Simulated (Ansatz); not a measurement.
**Molecular dynamics of Be**

Input:

```yaml
accuracy: low
crystal:
  lattice:
    - [7.197627, 0.0, 0.0]
    - [-3.598814, 6.233328, 0.0]
    - [0.0, 0.0, 7.519121]
  atoms:
    - { symbol: Be, position: [0.0, 0.0, 0.0] }
    - { symbol: Be, position: [0.1111111, 0.2222222, 0.25] }
    - { symbol: Be, position: [0.0, 0.0, 0.5] }
    - { symbol: Be, position: [0.1111111, 0.2222222, 0.75] }
    - { symbol: Be, position: [0.0, 0.3333333, 0.0] }
    - { symbol: Be, position: [0.1111111, 0.5555556, 0.25] }
    - { symbol: Be, position: [0.0, 0.3333333, 0.5] }
    - { symbol: Be, position: [0.1111111, 0.5555556, 0.75] }
    - { symbol: Be, position: [0.0, 0.6666667, 0.0] }
    - { symbol: Be, position: [0.1111111, 0.8888889, 0.25] }
    - { symbol: Be, position: [0.0, 0.6666667, 0.5] }
    - { symbol: Be, position: [0.1111111, 0.8888889, 0.75] }
    - { symbol: Be, position: [0.3333333, 0.0, 0.0] }
    - { symbol: Be, position: [0.4444444, 0.2222222, 0.25] }
    - { symbol: Be, position: [0.3333333, 0.0, 0.5] }
    - { symbol: Be, position: [0.4444444, 0.2222222, 0.75] }
    - { symbol: Be, position: [0.3333333, 0.3333333, 0.0] }
    - { symbol: Be, position: [0.4444444, 0.5555556, 0.25] }
    - { symbol: Be, position: [0.3333333, 0.3333333, 0.5] }
    - { symbol: Be, position: [0.4444444, 0.5555556, 0.75] }
    - { symbol: Be, position: [0.3333333, 0.6666667, 0.0] }
    - { symbol: Be, position: [0.4444444, 0.8888889, 0.25] }
    - { symbol: Be, position: [0.3333333, 0.6666667, 0.5] }
    - { symbol: Be, position: [0.4444444, 0.8888889, 0.75] }
    - { symbol: Be, position: [0.6666667, 0.0, 0.0] }
    - { symbol: Be, position: [0.7777778, 0.2222222, 0.25] }
    - { symbol: Be, position: [0.6666667, 0.0, 0.5] }
    - { symbol: Be, position: [0.7777778, 0.2222222, 0.75] }
    - { symbol: Be, position: [0.6666667, 0.3333333, 0.0] }
    - { symbol: Be, position: [0.7777778, 0.5555556, 0.25] }
    - { symbol: Be, position: [0.6666667, 0.3333333, 0.5] }
    - { symbol: Be, position: [0.7777778, 0.5555556, 0.75] }
    - { symbol: Be, position: [0.6666667, 0.6666667, 0.0] }
    - { symbol: Be, position: [0.7777778, 0.8888889, 0.25] }
    - { symbol: Be, position: [0.6666667, 0.6666667, 0.5] }
    - { symbol: Be, position: [0.7777778, 0.8888889, 0.75] }
basis:
  ecutwfc: 420.0
kpoints:
  mp_grid: { grid: [2, 2, 2] }
hamiltonian:
  xc: pbe
scf:
  occupations: { method: fermi_dirac, width: 0.36 }
  lower_state_search: "off"
md:
  timestep: 0.75
  n_steps: 40
  ensemble: nvt_langevin
  temperature: 4200.0
  initial_velocities: maxwell_boltzmann
  seed: 745978
  friction: 0.02
```

Command:

```bash
$ ansatz run input.yaml --threads 1 --pin off --max-ram 3072MiB --backend cpu --events-out ev --progress --plain --runs-dir out
```

It starts from a structure without forces on its atoms.

Output, in part (one step line in 2):

```
md step     0: t =     0.00 fs  T =  4083.3 K  F+E_penalty+E_count = -3336.65772279 eV  E_kin = 19.001220 eV  (6 SCF iters)
md step     2: t =     1.50 fs  T =  4144.1 K  F+E_penalty+E_count = -3336.42040707 eV  E_kin = 19.283835 eV  (6 SCF iters)
md step     4: t =     3.00 fs  T =  4158.0 K  F+E_penalty+E_count = -3335.69395886 eV  E_kin = 19.348561 eV  (6 SCF iters)
md step     6: t =     4.50 fs  T =  4119.9 K  F+E_penalty+E_count = -3334.44431594 eV  E_kin = 19.171451 eV  (5 SCF iters)
md step     8: t =     6.00 fs  T =  3873.0 K  F+E_penalty+E_count = -3332.64402660 eV  E_kin = 18.022365 eV  (5 SCF iters)
md step    10: t =     7.50 fs  T =  3816.7 K  F+E_penalty+E_count = -3330.27565569 eV  E_kin = 17.760398 eV  (6 SCF iters)
md step    12: t =     9.00 fs  T =  3579.9 K  F+E_penalty+E_count = -3327.47035715 eV  E_kin = 16.658655 eV  (5 SCF iters)
md step    14: t =    10.50 fs  T =  3177.7 K  F+E_penalty+E_count = -3324.43754875 eV  E_kin = 14.786760 eV  (5 SCF iters)
md step    16: t =    12.00 fs  T =  2728.5 K  F+E_penalty+E_count = -3321.54956394 eV  E_kin = 12.696773 eV  (5 SCF iters)
md step    18: t =    13.50 fs  T =  2099.5 K  F+E_penalty+E_count = -3319.30596763 eV  E_kin = 9.769545 eV  (5 SCF iters)
md step    20: t =    15.00 fs  T =  1979.4 K  F+E_penalty+E_count = -3317.70365582 eV  E_kin = 9.211031 eV  (6 SCF iters)
md step    22: t =    16.50 fs  T =  1953.9 K  F+E_penalty+E_count = -3316.93317524 eV  E_kin = 9.091990 eV  (5 SCF iters)
md step    24: t =    18.00 fs  T =  2064.0 K  F+E_penalty+E_count = -3317.05838176 eV  E_kin = 9.604366 eV  (5 SCF iters)
md step    26: t =    19.50 fs  T =  2396.4 K  F+E_penalty+E_count = -3317.58456785 eV  E_kin = 11.151200 eV  (5 SCF iters)
md step    28: t =    21.00 fs  T =  2793.6 K  F+E_penalty+E_count = -3318.37530450 eV  E_kin = 12.999701 eV  (5 SCF iters)
md step    30: t =    22.50 fs  T =  3084.8 K  F+E_penalty+E_count = -3319.12189529 eV  E_kin = 14.354580 eV  (6 SCF iters)
md step    32: t =    24.00 fs  T =  3324.8 K  F+E_penalty+E_count = -3320.00470721 eV  E_kin = 15.471399 eV  (5 SCF iters)
md step    34: t =    25.50 fs  T =  3570.2 K  F+E_penalty+E_count = -3320.92069747 eV  E_kin = 16.613421 eV  (5 SCF iters)
md step    36: t =    27.00 fs  T =  3523.3 K  F+E_penalty+E_count = -3321.52111246 eV  E_kin = 16.395397 eV  (5 SCF iters)
md step    38: t =    28.50 fs  T =  3615.3 K  F+E_penalty+E_count = -3321.82510822 eV  E_kin = 16.823075 eV  (5 SCF iters)
md step    40: t =    30.00 fs  T =  3439.7 K  F+E_penalty+E_count = -3321.79075280 eV  E_kin = 16.006319 eV  (6 SCF iters)
```

The run went to its last step. The mean temperature of the second half is 31 % below the set value. A run of 0.03 ps of so small a system gives no equilibrium averages. Limits of this set-up: coarse k mesh, low accuracy level.

Mean squared displacements from the first frame to the last, about the centre of mass: Be 0.22 Å².

Last frame:

```xyz
36
Lattice="7.1976 0.0000 0.0000 -3.5988 6.2333 0.0000 0.0000 0.0000 7.5191" Properties=species:S:1:pos:R:3
Be 0.128 -0.555 0.091
Be 0.268 1.328 1.778
Be -0.109 -0.028 3.588
Be 0.011 1.237 5.894
Be -1.266 1.632 0.062
Be -1.236 3.856 1.799
Be -1.119 1.886 4.096
Be -1.036 3.413 5.848
Be -2.087 4.217 -0.154
Be -2.073 5.707 2.130
Be -2.392 3.921 3.255
Be -2.574 5.303 5.593
Be 2.414 0.275 -0.045
Be 2.212 1.405 1.984
Be 1.883 0.014 3.861
Be 1.998 1.533 5.975
Be 1.593 2.709 0.035
Be 1.155 3.478 1.790
Be 1.112 2.220 3.707
Be 0.825 3.519 5.690
Be 0.366 4.223 0.145
Be 0.215 5.279 1.637
Be -0.173 3.974 3.754
Be 0.055 5.394 5.461
Be 4.405 0.119 -0.538
Be 4.393 1.815 1.867
Be 4.821 0.445 3.294
Be 4.967 1.209 5.313
Be 4.004 2.327 -0.316
Be 3.770 3.627 1.498
Be 3.564 2.384 3.573
Be 4.034 3.603 5.075
Be 2.568 4.289 -0.197
Be 2.467 6.246 1.403
Be 1.852 3.775 4.104
Be 2.217 5.425 4.915
```

The run took 11 min on 1 thread of Arm Neoverse N1, with other jobs on the host, peak memory 0.79 GiB.
